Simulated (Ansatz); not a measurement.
Runs of Ansatz 0.2.0 on ScRu3. Symmetry: Pm-3m, No. 221, cubic system. The conventional cell has a = 3.938 Å, b = 3.938 Å, c = 3.938 Å, α = 90.00°, β = 90.00°, γ = 90.00°. Ru (site symmetry 4/mmm) is surrounded by 8 Ru at 2.78 Å and 4 Sc at 2.78 Å. Sc (site symmetry m-3m) has 12 Ru at 2.78 Å as nearest neighbours. The cell comes from a database or a generator and needn't be the stable form of this composition.

| level | gap on the mesh (eV) | pressure (GPa) | relaxed volume (Å³/atom) |
| --- | --- | --- | --- |
| PBEsol | none | 0.0 | 14.58 |
| PBEsol+D3(BJ) | none | 0.0 | 14.17 |
| PBEsol+D4 | none | 0.0 | (a) |
| PBEsol+D3(BJ)-ATM | none | 0.0 | 14.27 |

Alike in all rows: task relaxation of cell and atoms; potentials or basis Ansatz PAW; no spin polarisation; cell relaxed; k mesh 7 × 7 × 7; cutoff (eV) 420; smearing fermi-dirac 0.05 eV.

Question: Estimate the missing entries.

Answer: (a) 14.39.

Caveats: the plane-wave basis is chosen anew once the cell has moved, so the energies of steps on either side of that aren't comparable; the PAW data sets come from PBE, with cores solved anew for the run's functional, which leaves a small shift of forces and pressure; pairwise dispersion overbinds metals, which lowers pressure and volume (some runs).

A k mesh can miss the band edges, and the runs leave out spin-orbit coupling on Ru.

A gap of «none» marks a metal or a gap under the smearing width.
